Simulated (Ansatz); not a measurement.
# C2H6ClNSi: how energies converge with the basis set

Aim: see how fast density functionals converge with the basis set for C2H6ClNSi.

Computed with Ansatz 0.2.0, Gaussian basis. Level: one geometry, several basis sets.

Levels to be run: PBE0-D4/def2-SVP; ωB97M-V/def2-SVP; PBE0-D4/def2-QZVPP; ωB97M-V/def2-QZVPP; the functionals' def2-TZVPP values are taken from earlier runs.

## Step 1: The relaxed structure

An earlier PBE0-D4 in a triple-zeta def2 set relaxation fixed the geometry.

SMILES `C=CN[SiH2]Cl`, 11 atoms, charge 0, spin multiplicity 1.

Atoms are counted from 1 here; the program's logs count them from 0.

Bond lengths: C1–C2 1.330 Å, C1–H6 1.080 Å, C1–H7 1.085 Å, C2–N3 1.387 Å, C2–H8 1.087 Å, N3–Si4 1.712 Å, N3–H9 1.010 Å, Si4–Cl5 2.062 Å, Si4–H10 1.477 Å, Si4–H11 1.478 Å. Angles: C2–C1–H6 120.2°, C2–C1–H7 122.0°, H6–C1–H7 117.8°, C1–C2–N3 126.2°, C1–C2–H8 120.0°, N3–C2–H8 113.8°, C2–N3–Si4 125.4°, C2–N3–H9 114.3°, Si4–N3–H9 119.0°, N3–Si4–Cl5 114.0°, N3–Si4–H10 107.6°, N3–Si4–H11 108.2°, Cl5–Si4–H10 106.8°, Cl5–Si4–H11 106.3°, H10–Si4–H11 114.1°.

## Step 2: PBE0-D4 in def2-SVP

The input, in.yaml:

```yaml
crystal:
  periodic: [false, false, false]
  atoms:
    - {symbol: C, position_ang: [0.281913, 2.050367, 0.644738]}
    - {symbol: C, position_ang: [-0.164642, 0.953500, 0.039624]}
    - {symbol: N, position_ang: [0.494177, -0.264684, -0.038857]}
    - {symbol: Si, position_ang: [-0.195979, -1.732839, -0.584582]}
    - {symbol: Cl, position_ang: [-1.342832, -2.696781, 0.832661]}
    - {symbol: H, position_ang: [-0.304680, 2.957561, 0.626745]}
    - {symbol: H, position_ang: [1.232873, 2.073401, 1.165850]}
    - {symbol: H, position_ang: [-1.124920, 0.965817, -0.469663]}
    - {symbol: H, position_ang: [1.379095, -0.290591, 0.446902]}
    - {symbol: H, position_ang: [0.911864, -2.646337, -0.931380]}
    - {symbol: H, position_ang: [-1.101467, -1.426315, -1.711338]}
basis:
  gaussian: {orbitals: def2-SVP}
hamiltonian: {xc: pbe0, dispersion: d4}
output: {orbitals: {seedname: orbitals}}
```

The runs that follow: ωB97M-V in def2-SVP; PBE0-D4 in def2-QZVPP; ωB97M-V in def2-QZVPP.

Q: Predict the results of all the runs planned. Wanted: PBE0-D4: double and triple zeta above quadruple; ωB97M-V: double and triple zeta above quadruple.

As calculated:

```
                                       quantity           value
PBE0-D4: double and triple zeta above quadruple  12.15, 0.85 eV
ωB97M-V: double and triple zeta above quadruple  12.26, 0.80 eV
```

In words: PBE0-D4 gains 11.30 eV from double to triple zeta, then 0.85 eV more. Total energies overstate the basis error of differences, where much of it tends to cancel. The LUMO of ωB97M-V is positive and keeps falling with the basis (2.71 to 1.54 eV): an unbound level that the basis holds in place.
